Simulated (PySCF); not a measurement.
# HfH₄O₄: a look at the electrons

For HfH₄O₄, the scripts below analyse its density (charges, bond critical points, surface potential), see where an electron leaves and enters and measure its response to a uniform field.

Method: levels as typed in each script, gas phase, geometry from GFN2-xTB; program: PySCF 2.14.0.

## 1. Starting geometry

9 atoms, charge 0, spin multiplicity 1.

Bond lengths: O1–Hf2 1.873 Å, O1–H6 0.965 Å, Hf2–O3 1.873 Å, Hf2–O4 1.873 Å, Hf2–O5 1.873 Å, O3–H7 0.965 Å, O4–H8 0.965 Å, O5–H9 0.965 Å. Angles: Hf2–O1–H6 110.7°, O1–Hf2–O3 123.0°, O1–Hf2–O4 103.2°, O1–Hf2–O5 103.2°, O3–Hf2–O4 103.2°, O3–Hf2–O5 103.2°, O4–Hf2–O5 122.9°, Hf2–O3–H7 110.7°, Hf2–O4–H8 110.7°, Hf2–O5–H9 110.7°.

As a file:

```xyz
9
charge 0, multiplicity 1
O     1.6022    0.3776    0.8937
Hf    0.0000   -0.0001    0.0002
O    -1.6020   -0.3774    0.8937
O    -0.3777    1.6014   -0.8943
O     0.3779   -1.6011   -0.8943
H     1.8420    1.3057    0.7862
H    -1.8419   -1.3055    0.7862
H    -1.3065    1.8394   -0.7884
H     1.3066   -1.8392   -0.7884
```

## 2. Density, bond paths and surface potential (B3LYP/def2-svpd)

File input.py:

```python
import numpy as np
from pyscf import gto, scf, dft
from pyscf.scf import atom_ks, atom_hf
from scipy.linalg import block_diag

def solve(mol, dm0=None, hcore=None):
    mf = (dft.UKS if mol.spin else dft.RKS)(mol, xc='b3lyp')
    mf.grids.level = 3
    mf = mf.density_fit(auxbasis='def2-universal-jkfit')
    mf.conv_tol, mf.max_cycle = 1e-8, 80
    if hcore is not None:
        mf.get_hcore = lambda *args: hcore
    mf.kernel(dm0)
    if not mf.converged:
        mf = mf.newton().run(mf.mo_coeff, mf.mo_occ, max_cycle=30)
    assert mf.converged, 'SCF not converged'
    return mf

mol = gto.M(atom='''
O      1.60217     0.37759     0.89368
Hf    -0.00003    -0.00006     0.00021
O     -1.60204    -0.37735     0.89368
O     -0.37773     1.60138    -0.89433
O      0.37786    -1.60114    -0.89433
H      1.84200     1.30572     0.78618
H     -1.84187    -1.30547     0.78617
H     -1.30648     1.83944    -0.78837
H      1.30661    -1.83920    -0.78837
''', basis='def2-svpd', ecp={'Hf': 'def2-svpd'}, charge=0, spin=0, verbose=4)
mf = solve(mol)
mf.analyze()
# spherically averaged free atoms, for the promolecule
atom_ks.AtomSphAverageRKS.init_guess_by_vsap = lambda self, mol=None: self.init_guess_by_minao(mol)  # core potentials
atm = atom_ks.get_atm_nrks(mol, xc='b3lyp')
pro = block_diag(*[(atm[a[0]][2] * atm[a[0]][3]) @ atm[a[0]][2].T for a in mol._atom])
np.savez('result.npz', e=mf.e_tot, c=mf.mo_coeff, occ=mf.mo_occ, eps=mf.mo_energy, pro=pro, dip=mf.dip_moment(verbose=0), s2=mf.spin_square()[0])
```

Started as:

```console
$ OMP_NUM_THREADS=1 python input.py
```

## 4. Removing and adding an electron (B3LYP/def2-svpd)

File input.py:

```python
import numpy as np
from pyscf import gto, scf, dft
from pyscf.scf import atom_ks, atom_hf
from scipy.linalg import block_diag

def solve(mol, dm0=None, hcore=None):
    mf = (dft.UKS if mol.spin else dft.RKS)(mol, xc='b3lyp')
    mf.grids.level = 3
    mf = mf.density_fit(auxbasis='def2-universal-jkfit')
    mf.conv_tol, mf.max_cycle = 1e-8, 80
    if hcore is not None:
        mf.get_hcore = lambda *args: hcore
    mf.kernel(dm0)
    if not mf.converged:
        mf = mf.newton().run(mf.mo_coeff, mf.mo_occ, max_cycle=30)
    assert mf.converged, 'SCF not converged'
    return mf

mol = gto.M(atom='''
O      1.60217     0.37759     0.89368
Hf    -0.00003    -0.00006     0.00021
O     -1.60204    -0.37735     0.89368
O     -0.37773     1.60138    -0.89433
O      0.37786    -1.60114    -0.89433
H      1.84200     1.30572     0.78618
H     -1.84187    -1.30547     0.78617
H     -1.30648     1.83944    -0.78837
H      1.30661    -1.83920    -0.78837
''', basis='def2-svpd', ecp={'Hf': 'def2-svpd'}, charge=0, spin=0, verbose=4)
mf = solve(mol)
out = dict(e0=mf.e_tot, dm0=mf.make_rdm1(), c=mf.mo_coeff, occ=mf.mo_occ, eps=mf.mo_energy)
for name, dq, spin in [('cation', 1, 1)]:
    ion = mol.copy().set(charge=mol.charge + dq, spin=spin).build()
    mi = solve(ion)
    if spin and dq > 0 and mol.nao < 130:
        c, _, stable, _ = mi.stability(return_status=True)
        if not stable:
            mi = solve(ion, mi.make_rdm1(c, mi.mo_occ))
    print(name, 'vertical energy change / eV', (mi.e_tot - mf.e_tot) * 27.211386)
    out.update({'e_' + name: mi.e_tot, 'dm_' + name: mi.make_rdm1(), 's2_' + name: mi.spin_square()[0], 'eps_' + name: mi.mo_energy, 'occ_' + name: mi.mo_occ})
# spherically averaged free atoms, for the promolecule
atom_ks.AtomSphAverageRKS.init_guess_by_vsap = lambda self, mol=None: self.init_guess_by_minao(mol)  # core potentials
atm = atom_ks.get_atm_nrks(mol, xc='b3lyp')
pro = block_diag(*[(atm[a[0]][2] * atm[a[0]][3]) @ atm[a[0]][2].T for a in mol._atom])
np.savez('result.npz', pro=pro, **out)
```

## 5. Response to an electric field (B3LYP/def2-svpd)

Edit input.py of step 4 so:

```diff
@@ -29,13 +29,10 @@
 ''', basis='def2-svpd', ecp={'Hf': 'def2-svpd'}, charge=0, spin=0, verbose=4)
+field = np.array([0.004, 0.0, 0.0])  # atomic units
+mol.set_common_orig(mol.atom_charges() @ mol.atom_coords() / mol.atom_charges().sum())
 mf = solve(mol)
-out = dict(e0=mf.e_tot, dm0=mf.make_rdm1(), c=mf.mo_coeff, occ=mf.mo_occ, eps=mf.mo_energy)
-for name, dq, spin in [('cation', 1, 1)]:
-    ion = mol.copy().set(charge=mol.charge + dq, spin=spin).build()
-    mi = solve(ion)
-    if spin and dq > 0 and mol.nao < 130:
-        c, _, stable, _ = mi.stability(return_status=True)
-        if not stable:
-            mi = solve(ion, mi.make_rdm1(c, mi.mo_occ))
-    print(name, 'vertical energy change / eV', (mi.e_tot - mf.e_tot) * 27.211386)
-    out.update({'e_' + name: mi.e_tot, 'dm_' + name: mi.make_rdm1(), 's2_' + name: mi.spin_square()[0], 'eps_' + name: mi.mo_energy, 'occ_' + name: mi.mo_occ})
+out = dict(dm0=mf.make_rdm1(), d0=mf.dip_moment(unit='AU'), e0=mf.e_tot)
+for name, sign in (('p', 1), ('m', -1)):
+    h = mf.get_hcore() + sign * np.einsum('x,xij->ij', field, mol.intor('int1e_r'))
+    mi = solve(mol, mf.make_rdm1(), h)
+    out.update({'dm' + name: mi.make_rdm1(), 'd' + name: mi.dip_moment(unit='AU'), 'e' + name: mi.e_tot})
 # spherically averaged free atoms, for the promolecule
```

(Steps that only read results are left out.)

Q: Predict the outcome of this session. Wanted: dipole moment; HOMO, LUMO; polarisability along the field.

**Answer**, as computed:

```
                                        quantity            value
                 dipole moment (B3LYP/def2-svpd)           0.00 D
                    HOMO, LUMO (B3LYP/def2-svpd)  -8.79, -1.11 eV
polarisability along the field (B3LYP/def2-svpd)       55.0 bohr³
```

At B3LYP/def2-svpd: The highest Hirshfeld charge is on Hf2 (+0.85 e), the lowest on O1, O3, O4 and O5 (−0.37 e). All values hold at the given geometry, in the gas phase.
